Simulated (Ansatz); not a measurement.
# C₄H₁₀GeO: basis-set convergence

An exercise on one series of results from a longer session: the logs are not shown, and one member is left open.

Program: Ansatz 0.2.0, Gaussian basis. Level of theory: one geometry, several basis sets. These are calculated values, not measurements.

Plan: PBE0-D4/def2-SVP; ωB97M-V/def2-SVP; PBE0-D4/def2-QZVPP; ωB97M-V/def2-QZVPP; the functionals' def2-TZVPP values are taken from earlier runs.

1 further run of the same task is left out (it didn't finish).

### The geometry

An earlier PBE0-D4 in a triple-zeta def2 set relaxation fixed the geometry.

16 atoms, charge 0, spin multiplicity 1.

Atoms are counted from 1 here; the program's logs count them from 0.

Bond lengths: C1–C2 1.521 Å, C1–H7 1.092 Å, C1–H8 1.093 Å, C1–H9 1.092 Å, C2–C3 1.520 Å, C2–C4 1.521 Å, C2–O5 1.434 Å, C3–H10 1.092 Å, C3–H11 1.093 Å, C3–H12 1.092 Å, C4–H13 1.092 Å, C4–H14 1.092 Å, C4–H15 1.093 Å, O5–Ge6 1.774 Å, Ge6–H16 1.619 Å. Angles: C2–C1–H7 110.7°, C2–C1–H8 110.6°, C2–C1–H9 110.2°, H7–C1–H8 108.1°, H7–C1–H9 108.3°, H8–C1–H9 108.9°, C1–C2–C3 110.6°, C1–C2–C4 110.9°, C1–C2–O5 109.6°, C3–C2–C4 110.6°, C3–C2–O5 105.5°, C4–C2–O5 109.6°, C2–C3–H10 110.2°, C2–C3–H11 110.8°, C2–C3–H12 110.2°, H10–C3–H11 108.6°, H10–C3–H12 108.3°, H11–C3–H12 108.6° and more.

Set-up of the first run:

in.yaml

```yaml
crystal:
  periodic: [false, false, false]
  atoms:
    - {symbol: C, position_ang: [-0.385912, -1.036236, 0.879354]}
    - {symbol: C, position_ang: [0.211730, 0.083459, 0.040697]}
    - {symbol: C, position_ang: [1.707205, -0.122255, -0.136699]}
    - {symbol: C, position_ang: [-0.479202, 0.175640, -1.311477]}
    - {symbol: O, position_ang: [0.076155, 1.330194, 0.736269]}
    - {symbol: Ge, position_ang: [-1.351602, 2.224417, 1.291750]}
    - {symbol: H, position_ang: [-0.249003, -2.001926, 0.387508]}
    - {symbol: H, position_ang: [-1.457272, -0.877697, 1.023211]}
    - {symbol: H, position_ang: [0.100838, -1.076006, 1.856530]}
    - {symbol: H, position_ang: [2.135676, 0.701244, -0.711243]}
    - {symbol: H, position_ang: [1.911266, -1.057864, -0.662838]}
    - {symbol: H, position_ang: [2.201534, -0.154578, 0.836154]}
    - {symbol: H, position_ang: [-0.059150, 0.998939, -1.893800]}
    - {symbol: H, position_ang: [-0.345050, -0.749123, -1.877191]}
    - {symbol: H, position_ang: [-1.551303, 0.342675, -1.183713]}
    - {symbol: H, position_ang: [-2.488909, 1.196618, 0.769890]}
basis:
  gaussian: {orbitals: def2-SVP}
hamiltonian: {xc: pbe0, dispersion: d4}
output: {orbitals: {seedname: orbitals}}
```

On the command line:

```console
$ ansatz run in.yaml --threads 4 --pin off --events-out ev --progress --plain --max-ram 11315MiB
```

Among the steps run: PBE0-D4 in def2-SVP; ωB97M-V in def2-SVP; PBE0-D4 in def2-QZVPP; ωB97M-V in def2-QZVPP.

One table of the session follows, with a row left open; its other results are not shown here.

It belongs to the step «Functionals by basis». 

```
functional       basis  HOMO (eV)  LUMO (eV)
   PBE0-D4    def2-SVP      -6.65      -2.04
   PBE0-D4  def2-TZVPP      -6.71      -2.10
   PBE0-D4  def2-QZVPP      -6.74      -2.16
   ωB97M-V    def2-SVP      -8.76      -0.04
   ωB97M-V  def2-TZVPP          ?          ?
   ωB97M-V  def2-QZVPP      -8.89      -0.29
```

Estimate the missing values for ωB97M-V, def2-TZVPP.

**Answer.** HOMO (eV): -8.86; LUMO (eV): -0.14. In the column «HOMO (eV)» it lies between ωB97M-V, def2-QZVPP (-8.89) and ωB97M-V, def2-SVP (-8.76).
